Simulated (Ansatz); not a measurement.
Run this with Ansatz 0.2.0 through its Python package and show what comes out.

`geh4sse.py`
```python
"""Bending curve of GeH4SSe."""

import ansatz as az
from ase import Atoms

BASIS_SET = "def2-SVP"
FUNCTIONAL = "pbe0"
VDW = "d3bj"
FORCE_TOL = 0.02


def main() -> None:
    atoms = Atoms(["S", "Ge", "Se", "H", "H", "H", "H"], positions=[
        (-1.7763, 0.4492, -1.1516),
        (0.0309, 0.4791, 0.0498),
        (1.1311, -1.5594, -0.2796),
        (-2.2497, -0.6321, -0.5047),
        (0.9518, 1.645, -0.4093),
        (-0.3264, 0.6603, 1.548),
        (2.2999, -1.1101, 0.7017),
    ])

    # relax first, so that the scan starts from a minimum
    first = (
        az.Crystal.molecule_from_ase(atoms).calculation()
        .basis(gaussian=BASIS_SET)
        .functional(FUNCTIONAL, dispersion=VDW)
        .relax(force_tolerance=FORCE_TOL, max_steps=80)
    )
    atoms.positions = first.run(threads=1, pin="off").report["positions_ang"]

    rows = []
    for angle in [90, 100, 110, 120, 135, 150, 165, 179]:
        bent = atoms.copy()
        bent.set_angle(1, 2, 6, angle, indices=[6])
        job = (
            az.Crystal.molecule_from_ase(bent).calculation()
            .basis(gaussian=BASIS_SET)
            .functional(FUNCTIONAL, dispersion=VDW)
        )
        rows.append((angle, job.run(threads=1, pin="off").report["free_energy_ev"]))
    floor = min(e for _, e in rows)
    for angle, e in rows:
        print(f"angle Ge1-Se2-H6 = {angle:3d} deg   {1000 * (e - floor):9.1f} meV")


if __name__ == "__main__":
    main()
```

```console
$ python geh4sse.py
angle Ge1-Se2-H6 =  90 deg         0.0 meV
angle Ge1-Se2-H6 = 100 deg        27.8 meV
angle Ge1-Se2-H6 = 110 deg       154.8 meV
angle Ge1-Se2-H6 = 120 deg       371.5 meV
angle Ge1-Se2-H6 = 135 deg       836.4 meV
angle Ge1-Se2-H6 = 150 deg      1406.4 meV
angle Ge1-Se2-H6 = 165 deg      1944.8 meV
angle Ge1-Se2-H6 = 179 deg      2191.8 meV
```

The scan is rigid, and the energies are electronic, in a modest basis. The zero is the lowest point of the grid, which needn't be the minimum. It ran for 3.3 min on 1 thread of Arm Neoverse N1 (shared host), peak memory 0.32 GiB.
